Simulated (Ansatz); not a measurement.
# WSF₄: small, medium and large basis sets

One table from this session's results is given with a row withheld; the runs are named, their logs left out.

The runs use Ansatz 0.2.0, Gaussian basis; one geometry, several basis sets.

The runs, in order: PBE0-D4/def2-SVP; ωB97M-V/def2-SVP; PBE0-D4/def2-QZVPP; ωB97M-V/def2-QZVPP; the functionals' def2-TZVPP values are taken from earlier runs.

### The geometry

An earlier PBE0-D4 in a triple-zeta def2 set relaxation fixed the geometry. W takes the def2 core potential; no spin-orbit term is included.

SMILES `[F][W]([F])([F])([F])=[S]`, 6 atoms, charge 0, spin multiplicity 1.

Atoms are counted from 1 here; the program's logs count them from 0.

Bond lengths: F1–W2 1.847 Å, W2–F3 1.847 Å, W2–F4 1.847 Å, W2–F5 1.847 Å, W2–S6 2.092 Å. Angles: F1–W2–F3 85.9°, F1–W2–F4 85.9°, F1–W2–F5 149.0°, F1–W2–S6 105.5°, F3–W2–F4 149.0°, F3–W2–F5 85.9°, F3–W2–S6 105.5°, F4–W2–F5 85.9°, F4–W2–S6 105.5°, F5–W2–S6 105.5°.

The first run:

The input, in.yaml:

```yaml
crystal:
  periodic: [false, false, false]
  atoms:
    - {symbol: F, position_ang: [-0.752769, -1.555048, 0.668625]}
    - {symbol: W, position_ang: [0.007003, -0.014331, -0.010689]}
    - {symbol: F, position_ang: [1.552070, -0.558180, 0.843428]}
    - {symbol: F, position_ang: [-1.177413, -0.207933, -1.415046]}
    - {symbol: F, position_ang: [1.127475, 0.788819, -1.240316]}
    - {symbol: S, position_ang: [-0.756366, 1.546672, 1.153999]}
basis:
  gaussian: {orbitals: def2-SVP}
hamiltonian: {xc: pbe0, dispersion: d4}
output: {orbitals: {seedname: orbitals}}
```

Steps of the session up to this table: PBE0-D4 in def2-SVP; ωB97M-V in def2-SVP; PBE0-D4 in def2-QZVPP; ωB97M-V in def2-QZVPP.

One table of the session follows, with a row left open; its other results are not shown here.

It belongs to the step «Density functionals: the series». 

| functional | basis | HOMO (eV) | LUMO (eV) |
| --- | --- | --- | --- |
| PBE0-D4 | def2-SVP | -9.54 | -3.86 |
| PBE0-D4 | def2-TZVPP | -9.44 | -3.66 |
| PBE0-D4 | def2-QZVPP | -9.44 | -3.66 |
| ωB97M-V | def2-SVP | -11.63 | -1.54 |
| ωB97M-V | def2-TZVPP | -11.55 | -1.35 |
| ωB97M-V | def2-QZVPP | ? | ? |

Q: Estimate the row for ωB97M-V, def2-QZVPP from the others.

The run gave: HOMO (eV): -11.57; LUMO (eV): -1.37. In the column «HOMO (eV)» it lies between ωB97M-V, def2-SVP (-11.63) and ωB97M-V, def2-TZVPP (-11.55).
